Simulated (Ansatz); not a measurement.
Crystal: Bi2S2O.

```
Bi S O
1.0
     3.95410    0.00000    0.00000
     0.00000    3.95410    0.00000
     0.00000    0.00000   14.05058
Bi S O
4 4 2
Direct
  0.00000 0.50000 0.41091
  0.50000 0.00000 0.58909
  0.50000 0.00000 0.13350
  0.00000 0.50000 0.86650
  0.50000 0.00000 0.31251
  0.00000 0.50000 0.68749
  0.00000 0.50000 0.10569
  0.50000 0.00000 0.89431
  0.50000 0.50000 0.50000
  0.00000 0.00000 0.50000
```

The cell comes from a database or a generator and needn't be the stable form of this composition.

```yaml
Program: Ansatz 0.2.0
Task: relaxation of cell and atoms
Functional: PBE
Potentials_or_basis: Ansatz PAW
Cutoff: "420 eV (not typed: the program's choice for these potentials)"
k_mesh: 7 × 7 × 2
Occupations: fermi-dirac, width 0.05 eV
Spin: no spin polarisation
```

At the start: volume 21.97 Å³/atom.

Question: How do energy, volume and symmetry change on relaxing?

Answer: It ends after 6 steps and the volume is 22.54 Å³/atom (+2.6 %); space group P4/nmm (No. 129, to 0.05 Å).

The path:
| step | energy change (eV) | largest force (eV/Å) | volume (Å³) |
| --- | --- | --- | --- |
| 1 | 0.0000 | 0.3755 | 219.68 |
| 2 | -0.0324 | 0.0930 | 225.61 |
| 3 | -0.0333 | 0.0518 | 225.63 |
| 4 | -0.0337 | 0.0550 | 225.41 |
| 5 | -0.0340 | 0.0005 | 225.43 |
| 6 | -0.0393 | 0.0014 | 225.43 |

Final structure:
```xyz
10
Lattice="3.9815 0.0000 0.0000 0.0000 3.9815 0.0000 0.0000 0.0000 14.2202" Properties=species:S:1:pos:R:3 pbc="T T T"
Bi    0.0000    1.9908    5.8393
Bi    1.9908    0.0000    8.3809
Bi    1.9908    0.0000    1.9123
Bi    0.0000    1.9908   12.3079
S     1.9908    0.0000    4.4438
S     0.0000    1.9908    9.7764
S     0.0000    1.9908    1.4917
S     1.9908    0.0000   12.7285
O     1.9908    1.9908    7.1101
O     0.0000    0.0000    7.1101
```

Caveat: the plane-wave basis is chosen anew once the cell has moved, so the energies of steps on either side of that aren't comparable; this functional lacks dispersion, which binds the layers, so the pressure and a relaxed spacing across them are unreliable.
